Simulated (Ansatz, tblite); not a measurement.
# InH2(CCH) (C₂H₃In): removing an electron

An exercise on one series of results from a longer session: the logs are not shown, and one member is left open.

Computed with Ansatz 0.2.0, Gaussian basis. Level: as each input shows.

The runs, in order: charge +1 doublet, at the geometry of the singlet (PBE0-D4/def2-TZVP, PBE-D4/def2-TZVP, r2SCAN-D4/def2-TZVP, CCSD(T)/def2-TZVPP); charge +1 doublet, relaxed (PBE0-D4/def2-TZVP, PBE-D4/def2-TZVP); the starting singlet's energies come from earlier runs.

1 further run of the same task is left out (it didn't finish). Runs told in other sessions of the task aren't counted.

### The structure

The singlet was relaxed beforehand with PBE-D4/def2-TZVP.

6 atoms, charge 0, spin multiplicity 1.

Atoms are counted from 1 here; the program's logs count them from 0.

Bond lengths: In1–H2 1.724 Å, In1–H3 1.724 Å, In1–C4 2.108 Å, C4–C5 1.222 Å, C5–H6 1.073 Å. Angles: H2–In1–H3 126.5°, H2–In1–C4 116.7°, H3–In1–C4 116.8°, In1–C4–C5 179.6°, C4–C5–H6 179.7°.

In takes a core potential in the def2 sets. No spin-orbit coupling is included.

The first run:

Input file in.yaml:

```yaml
crystal:
  periodic: [false, false, false]
  atoms:
    - {symbol: In, position_ang: [0.691044, 1.196121, -0.001318]}
    - {symbol: H, position_ang: [2.411567, 1.092347, 0.033867]}
    - {symbol: H, position_ang: [-0.248819, 2.640820, -0.041356]}
    - {symbol: C, position_ang: [-0.367693, -0.626533, 0.004119]}
    - {symbol: C, position_ang: [-0.974464, -1.686915, 0.003369]}
    - {symbol: H, position_ang: [-1.511645, -2.615840, 0.001329]}
basis:
  gaussian: {orbitals: def2-SVP}
total_charge: 1
magnetization: {spin_polarized: true, initial_magnetization: 1}
hamiltonian: {xc: pbe0, dispersion: d4}
output: {orbitals: {seedname: orbitals}}
```

Run with:

```console
$ ansatz run in.yaml --threads 4 --pin off --events-out ev --progress --plain --max-ram 3916MiB
```

Steps of the session up to this table: Charge +1 doublet at the fixed geometry, first pass, PBE0-D4/def2-SVP; Charge +1 doublet at the fixed geometry, PBE0-D4/def2-TZVP; Charge +1 doublet at the fixed geometry, PBE-D4/def2-TZVP; Charge +1 doublet at the fixed geometry, r2SCAN-D4/def2-TZVP; Charge +1 doublet at the fixed geometry, CCSD(T)/def2-TZVPP.

One of the session's tables, all rows but one given; the rest of the session is left out.

It belongs to the step «Vertical ionisation energy». 

| method | vertical ionisation energy (eV) |
| --- | --- |
| HF/def2-TZVPP | 8.72 |
| PBE-D4/def2-TZVP | 9.54 |
| r2SCAN-D4/def2-TZVP | 9.61 |
| PBE0-D4/def2-TZVP | 9.79 |
| MP2/def2-TZVPP | 10.53 |
| CCSD/def2-TZVPP | ? |
| CCSD(T)/def2-TZVPP | 10.18 |

**Question.** Estimate the row for CCSD/def2-TZVPP.

The run gave: vertical ionisation energy (eV): 10.05. In the column «vertical ionisation energy (eV)» it lies between PBE0-D4/def2-TZVP (9.79) and CCSD(T)/def2-TZVPP (10.18).
